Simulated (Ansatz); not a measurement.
# Si16Ge: the cost of one run

All numbers below are computed with Ansatz 0.2.0 (DFT PBE+D3(BJ), plane waves, PAW, scalar-relativistic, no spin polarisation).

**1. The structure to begin with**

The cell holds 17 atoms (GeSi16): a = 7.679 Å, b = 7.679 Å, c = 7.679 Å, α = 60.00°, β = 60.00°, γ = 60.00°.

Coordinates:

```
Si Ge
1.0
     0.00000    5.43000    5.43000
     5.43000    0.00000    5.43000
     5.43000    5.43000    0.00000
Si Ge
16 1
Cartesian
  0.0000 0.0000 0.0000
  1.3575 1.3575 1.3575
  2.7150 2.7150 0.0000
  4.0725 4.0725 1.3575
  2.7150 0.0000 2.7150
  4.0725 1.3575 4.0725
  5.4300 2.7150 2.7150
  6.7875 4.0725 4.0725
  0.0000 2.7150 2.7150
  1.3575 4.0725 4.0725
  2.7150 5.4300 2.7150
  4.0725 6.7875 4.0725
  2.7150 2.7150 5.4300
  4.0725 4.0725 6.7875
  5.4300 5.4300 5.4300
  6.7875 6.7875 6.7875
  6.7731 6.7773 9.5515
```

**2. Preparing the start**

input.yaml reads:

```yaml
accuracy: low
crystal:
  lattice:
    - [0.0, 5.43, 5.43]
    - [5.43, 0.0, 5.43]
    - [5.43, 5.43, 0.0]
  atoms:
    - { symbol: Si, position: [0.0, 0.0, 0.0] }
    - { symbol: Si, position: [0.125, 0.125, 0.125] }
    - { symbol: Si, position: [0.0, 0.0, 0.5] }
    - { symbol: Si, position: [0.125, 0.125, 0.625] }
    - { symbol: Si, position: [0.0, 0.5, 0.0] }
    - { symbol: Si, position: [0.125, 0.625, 0.125] }
    - { symbol: Si, position: [0.0, 0.5, 0.5] }
    - { symbol: Si, position: [0.125, 0.625, 0.625] }
    - { symbol: Si, position: [0.5, 0.0, 0.0] }
    - { symbol: Si, position: [0.625, 0.125, 0.125] }
    - { symbol: Si, position: [0.5, 0.0, 0.5] }
    - { symbol: Si, position: [0.625, 0.125, 0.625] }
    - { symbol: Si, position: [0.5, 0.5, 0.0] }
    - { symbol: Si, position: [0.625, 0.625, 0.125] }
    - { symbol: Si, position: [0.5, 0.5, 0.5] }
    - { symbol: Si, position: [0.625, 0.625, 0.625] }
    - { symbol: Ge, position: [0.8798987, 0.8791262, 0.3682147] }
basis:
  ecutwfc: 420.0
kpoints:
  mp_grid: { grid: [2, 2, 2] }
hamiltonian:
  xc: pbe
  dispersion: d3bj
  pseudopotentials: { kind: paw, azcp: { folder: soft_1 } }
scf:
  occupations: { method: fermi_dirac, width: 0.02 }
  lower_state_search: "off"
relax:
  f_tol: 0.08
  max_steps: 25
  adjacent_minimum: "off"
output:
  write_density: true
  write_potential: true
  elf: true
  volumetric_format: npy
```

Command:

```sh
$ ansatz run input.yaml --threads 1 --pin off --max-ram 3072MiB --backend cpu --events-out ev --progress --plain --runs-dir out
```

Q: Estimate wall time and peak memory on 1 thread of Arm Neoverse V1, shared host.

About 52 s, with a peak of 0.55 GiB.
